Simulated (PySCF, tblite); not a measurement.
# C₇H₉PS: geometry, infrared bands and NMR shifts

Wanted: the infrared bands and NMR shifts of C₇H₉PS (`C=C(C)Pc1cccs1`), by calculation.

The runs use tblite 0.8.0 and PySCF 2.14.0, with density-fitted response routines of our own; the level of theory stands in each step. All values are computed, except where a source is named. Atoms count from 0, in the outputs and in this text.

## 1. The starting structure

18 atoms, charge 0, multiplicity 1; geometry from: force field or distance geometry start.

Bonds of the start (Å): C0–C1 1.34, C1–C2 1.48, C1–P3 1.85, P3–C4 1.86, C4–C5 1.37, C5–C6 1.34, C6–C7 1.37, C7–S8 1.88, S8–C4 1.86, C0–H9 1.07, C0–H10 1.10, C2–H11 1.11, C2–H12 1.13, C2–H13 1.11, P3–H14 1.45, C5–H15 1.09, C6–H16 1.11, C7–H17 1.10.

## 2. Geometry optimisation with GFN2-xTB

The job: settings as JSON, then the geometry in Å.

```
{"job": {"kind": "relax", "xc": "GFN2-xTB", "basis": "xTB"}, "charge": 0, "multiplicity": 1}
C      2.195400     2.191100    -0.497400
C      0.974900     1.674100    -0.715600
C     -0.254100     2.401400    -0.329900
P      0.921400    -0.006300    -1.488900
C     -0.147900    -1.148500    -0.489100
C     -1.006600    -2.100000    -0.984800
C     -1.679600    -2.804400    -0.068600
C     -1.434200    -2.492300     1.245100
S     -0.166300    -1.107900     1.372000
H      3.106500     1.685700    -0.750800
H      2.312800     3.189400    -0.041800
H     -1.089300     1.730100    -0.036800
H     -0.043900     3.095100     0.541800
H     -0.553700     3.040300    -1.186400
H      2.280800    -0.497100    -1.557000
H     -1.112700    -2.257100    -2.060200
H     -2.400800    -3.603200    -0.332400
H     -1.911300    -2.984100     2.104500
```

On the command line:

```sh
$ OMP_NUM_THREADS=1 python probes_run.py task.json out
```

One launch serves the whole session: the jobs run in the order shown.

**Question.** This job is followed by: GFN2-xTB harmonic vibrations, gas phase; GIAO PBE0/pcSseg-1 NMR shielding, non-relativistic, gas phase. What will the session give for the following? strongest single infrared mode (GFN2-xTB); zero-point energy (GFN2-xTB); 13C shifts against TMS (PBE0/pcSseg-1); 1H shifts against TMS (PBE0/pcSseg-1, means over atoms taken as alike); 31P shifts against H3PO4 (PBE0/pcSseg-1); 33S shifts against CS2 (PBE0/pcSseg-1).

As calculated:

| quantity | value |
| --- | --- |
| strongest single infrared mode (GFN2-xTB) | 2265 cm⁻¹, 115 km/mol |
| zero-point energy (GFN2-xTB) | 84.0 kcal/mol |
| 13C shifts against TMS (PBE0/pcSseg-1) | 158.2, 147.8, 143.2, 142.5, 130.9, 124.1, 24.5 ppm |
| 1H shifts against TMS (PBE0/pcSseg-1, means over atoms taken as alike) | 7.51, 7.50, 7.09, 5.72, 5.51, 5.12, 1.80 ppm |
| 31P shifts against H3PO4 (PBE0/pcSseg-1) | -73.6 ppm |
| 33S shifts against CS2 (PBE0/pcSseg-1) | 264 ppm |

What this shows: Over 129 steps the energy fell by 1.306 eV; of the close pairs, C7–S8 changed most, 1.882 to 1.716 Å. All 48 modes are real, so the xTB geometry is a minimum. The strongest single mode, at 2265 cm⁻¹, moves mainly H14. Unscaled tight-binding wavenumbers are off by several per cent, some by more. Its intensities can rank the bands wrongly. At PBE0/pcSseg-1: Shielding is most anisotropic at S8 (span 309 ppm, paramagnetic term -819 ppm). NICS(1)zz of -26 ppm above the planar ring from C4 marks a diatropic (aromatic) ring current.
